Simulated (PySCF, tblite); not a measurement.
**C6H3FO2: geometry, infrared bands and NMR shifts**

Aim: predict the infrared bands and NMR shifts of C6H3FO2 (`C#CC1=C(F)C(=O)OC1`).

Programs: tblite 0.8.0 and PySCF 2.14.0, with density-fitted response routines of our own. Each step states its level of theory. These are calculated values for one molecule in the gas phase, unless marked as measured. Atoms count from 0, in the outputs and in this text.

### Step 1. The molecule as given

12 atoms, charge 0, multiplicity 1; geometry from: force field or distance geometry start.

Bonds of the start (Å): C0–C1 1.21, C1–C2 1.40, C2–C3 1.34, C3–F4 1.32, C3–C5 1.47, C5–O6 1.21, C5–O7 1.36, O7–C8 1.44, C8–C2 1.48, C0–H9 1.05, C8–H10 1.09, C8–H11 1.09.

### Step 2. Relaxing the molecule with GFN2-xTB

Job settings and geometry (Å):

```
{"job": {"kind": "relax", "xc": "GFN2-xTB", "basis": "xTB"}, "charge": 0, "multiplicity": 1}
C      2.889000     0.055200    -0.077600
C      1.675900     0.039600    -0.055700
C      0.278000     0.002100    -0.005600
C     -0.525500     1.013000    -0.368200
F     -0.190200     2.218100    -0.802400
C     -1.917600     0.590800    -0.185100
O     -2.904000     1.261400    -0.411500
O     -1.903400    -0.687700     0.291100
C     -0.549700    -1.144400     0.426800
H      3.941300     0.084900    -0.102300
H     -0.380200    -1.409100     1.470600
H     -0.412200    -2.024600    -0.206300
```

The run is started by

```bash
$ OMP_NUM_THREADS=1 python probes_run.py task.json out
```

The driver reads the jobs from task.json and runs them one after another.

**Question.** This job is followed by: GFN2-xTB harmonic vibrations, gas phase; GIAO PBE0/pcSseg-1 NMR shielding, non-relativistic, gas phase. Predict these results of the whole session: strongest single infrared mode (GFN2-xTB); zero-point energy (GFN2-xTB); ¹³C shifts against TMS (PBE0/pcSseg-1); ¹H shifts against TMS (PBE0/pcSseg-1, means over atoms taken as alike); ¹⁹F shifts against CFCl3 (PBE0/pcSseg-1); ¹⁷O shifts against H2O (PBE0/pcSseg-1).

**Answer**, as computed:

| quantity | value |
| --- | --- |
| strongest single infrared mode (GFN2-xTB) | 1817 cm⁻¹, 750 km/mol |
| zero-point energy (GFN2-xTB) | 45.7 kcal/mol |
| ¹³C shifts against TMS (PBE0/pcSseg-1) | 168.3, 166.5, 125.2, 107.8, 75.2, 69.9 ppm |
| ¹H shifts against TMS (PBE0/pcSseg-1, means over atoms taken as alike) | 4.83, 3.77 ppm |
| ¹⁹F shifts against CFCl3 (PBE0/pcSseg-1) | -131.8 ppm |
| ¹⁷O shifts against H2O (PBE0/pcSseg-1) | 423.9, 207.4 ppm |

The optimisation took 29 steps and gained 0.084 eV; among the close pairs (by a distance rule), C2–C8 changed most, from 1.479 to 1.502 Å. No mode is imaginary among the 30: a minimum at this level. The strongest single mode, at 1817 cm⁻¹, moves mainly C5 and O6. GFN2-xTB is a fitted tight-binding method: band positions and strengths are rough. Its intensities can rank the bands wrongly. The most deshielded carbon is C5 (ester carbonyl carbon), at 168.3 ppm: it is a carbonyl in resonance with an O or N lone pair, the region of acids, esters and amides. The most deshielded hydrogen is H10, H11 (mean) (hydrogen on an allylic sp3 CH2 bonded to O), at 4.83 ppm: its carbon carries O, an electronegative neighbour. At PBE0/pcSseg-1: The widest tensor belongs to O6: span 671 ppm, with a paramagnetic part of -483 ppm.
